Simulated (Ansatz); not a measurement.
**TaH (triplet): the correlation ladder, def2-QZVPP**

One table from this session's results is given with a row withheld; the runs are named, their logs left out.

Method: def2-QZVPP, core rule «outside noble gas», up to 4 orbitals frozen; program: Ansatz 0.2.0, Gaussian basis.

The runs, in order: UHF; ROHF; CCSD(T) on UHF.

2 further runs of the same task are left out: 2 set aside as unsound or not needed.

## The system

The geometry is a PBE0/def2-TZVP stationary point (not a proven minimum) of the parent state, kept for this charge and spin. No spin-orbit coupling is included. Elements past krypton take def2 core potentials.

2 atoms, charge 0, spin multiplicity 3.

Atoms are counted from 1 here; the program's logs count them from 0.

Bond lengths: Ta1–H2 1.752 Å.

Set-up of the first run:

Input file in.yaml:

```yaml
crystal:
  periodic: [false, false, false]
  atoms:
    - {symbol: Ta, position_ang: [0.000000, 0.000000, 0.000000]}
    - {symbol: H, position_ang: [0.000000, 0.000000, 1.751800]}
basis:
  gaussian: {orbitals: "def2-QZVPP.json"}
magnetization: {spin_polarized: true, initial_magnetization: 2}
hamiltonian: {xc: hf}
output: {orbitals: {seedname: orbitals}}
```

On the command line:

```console
ansatz run in.yaml --threads 1 --pin off --events-out ev --progress --plain --max-ram 4096MiB --backend cpu
```

Steps of the session up to this table: UHF; ROHF; CCSD(T) on UHF.

One table of the session follows, with a row left open; its other results are not shown here.

```
  method  from UCCSD(T) (kJ/mol)
    ROHF                  +354.7
     UHF                  +323.0
    UMP2                   +90.8
   UCCSD                       ?
UCCSD(T)                       0
```

**Question.** Estimate the row for UCCSD.

As computed: from UCCSD(T) (kJ/mol): +16.6. In the column «from UCCSD(T) (kJ/mol)» it lies between UCCSD(T) (0) and UMP2 (+90.8).

Caveats from the session: The determinant is far from a pure spin state, so its energy mixes those of several spin states (harmless only where they are near-degenerate, as at dissociation).
